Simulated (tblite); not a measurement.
# CH13BSi5: the cost of one run

Computed with tblite 0.8.0 and PySCF 2.14.0, with density-fitted response routines of our own, on a single molecule in the gas phase. Atoms are numbered from 0 throughout.

## 1. Starting geometry

20 atoms, charge 0, multiplicity 1; geometry from: force field or distance geometry start.

Bonds of the start (Å): Si0–C1 1.87, C1–Si2 1.84, Si2–B3 1.97, B3–Si4 1.95, Si4–Si5 2.24, Si5–Si6 2.25, Si6–Si2 2.24, Si0–H7 1.45, Si0–H8 1.48, Si0–H9 1.45, C1–H10 1.13, C1–H11 1.10, Si2–H12 1.49, B3–H13 1.19, Si4–H14 1.45, Si4–H15 1.44, Si5–H16 1.45, Si5–H17 1.46, Si6–H18 1.45, Si6–H19 1.47.

## 2. Geometry optimisation with GFN2-xTB

The job: settings as JSON, then the geometry in Å.

```
{"job": {"kind": "relax", "xc": "GFN2-xTB", "basis": "xTB"}, "charge": 0, "multiplicity": 1}
Si     2.611400    -0.628300    -0.234000
C      1.998400     0.862300     0.710700
Si     0.162200     0.895700     0.883800
B     -0.712700     1.715300    -0.677300
Si    -2.480900     0.919500    -0.908800
Si    -1.921500    -1.250600    -0.817800
Si    -0.723000    -1.154300     1.083900
H      1.935200    -0.797800    -1.510600
H      2.459800    -1.885500     0.531300
H      4.031900    -0.452200    -0.460100
H      2.404400     0.737200     1.754800
H      2.420700     1.803400     0.322600
H     -0.276400     1.720600     2.048400
H     -0.078000     2.070200    -1.615200
H     -3.256800     1.230700     0.279400
H     -3.107000     1.293600    -2.155800
H     -3.071900    -2.123800    -0.704200
H     -1.008400    -1.590800    -1.904900
H      0.286700    -2.194600     1.175700
H     -1.679200    -1.160000     2.194900
```

Run with:

```console
> OMP_NUM_THREADS=1 python probes_run.py task.json out
```

This one command runs all jobs of the session in turn.

Q: Estimate the wall time and peak memory of this first job on 1 thread of Intel Xeon at 2.50GHz, shared host.

About 9 s, with a peak of 0.18 GiB.
